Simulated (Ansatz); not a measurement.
# ScB2Sb3: the cost of one run

Method: DFT PBE, scalar-relativistic, plane waves, PAW, in Ansatz 0.2.0.

## 1. The structure to begin with

The structure is orthorhombic, space group Immm (No. 71). The conventional cell has a = 5.099 Å, b = 7.116 Å, c = 8.353 Å, α = 90.00°, β = 90.00°, γ = 90.00°. Sc (site symmetry mmm) is surrounded by 4 Sb at 2.87 Å. B (site symmetry mm2) has 2 Sb at 1.37 to 1.48 Å in its first shell of neighbours. Sb (site symmetry mm2) is surrounded by 1 B at 1.48 Å. Sb (site symmetry mmm) is surrounded by 2 B at 1.37 Å.

Structure file:

```
CELL_PARAMETERS angstrom
-2.54974 3.55790 4.17666
2.54974 -3.55790 4.17666
2.54974 3.55790 -4.17666
ATOMIC_POSITIONS crystal
Sc 0.00000 0.50000 0.50000
B 0.33567 0.33567 0.00000
B 0.66433 0.66433 0.00000
Sb 0.84142 0.84142 0.00000
Sb 0.15858 0.15858 0.00000
Sb 0.50000 0.50000 0.00000
```

Recipe of the guess: random cell by space group and Wyckoff sites (Immm, No. 71). Lengths come from tabulated atomic sizes and are only a guess.

## 2. Probe: one point on a coarse mesh

input.yaml reads:

```yaml
crystal:
  lattice:
    - [-2.54973623, 3.55789657, 4.17665815]
    - [2.54973623, -3.55789657, 4.17665815]
    - [2.54973623, 3.55789657, -4.17665815]
  atoms:
    - { symbol: Sc, position: [0.0, 0.5, 0.5] }
    - { symbol: B, position: [0.33566804, 0.33566804, 0.0] }
    - { symbol: B, position: [0.66433196, 0.66433196, 0.0] }
    - { symbol: Sb, position: [0.84141723, 0.84141723, 0.0] }
    - { symbol: Sb, position: [0.15858277, 0.15858277, 0.0] }
    - { symbol: Sb, position: [0.5, 0.5, 0.0] }
basis:
  ecutwfc: 420
kpoints:
  mp_grid: { grid: [4, 4, 4] }
hamiltonian:
  xc: pbe
scf:
  occupations: { method: gaussian, width: 0.1 }
  lower_state_search: "off"
output:
  forces: true
  stress: true
  eigenvalues: true
```

On the command line:

```console
$ ansatz run input.yaml --threads 1 --pin off --max-ram 2560MiB --backend cpu --events-out ev --progress --plain --runs-dir out
```

**Question.** How long does this run take on 1 thread of Intel Xeon at 2.70GHz, shared host, and how much memory does it need?

About 6.8 s, with a peak of 0.49 GiB.
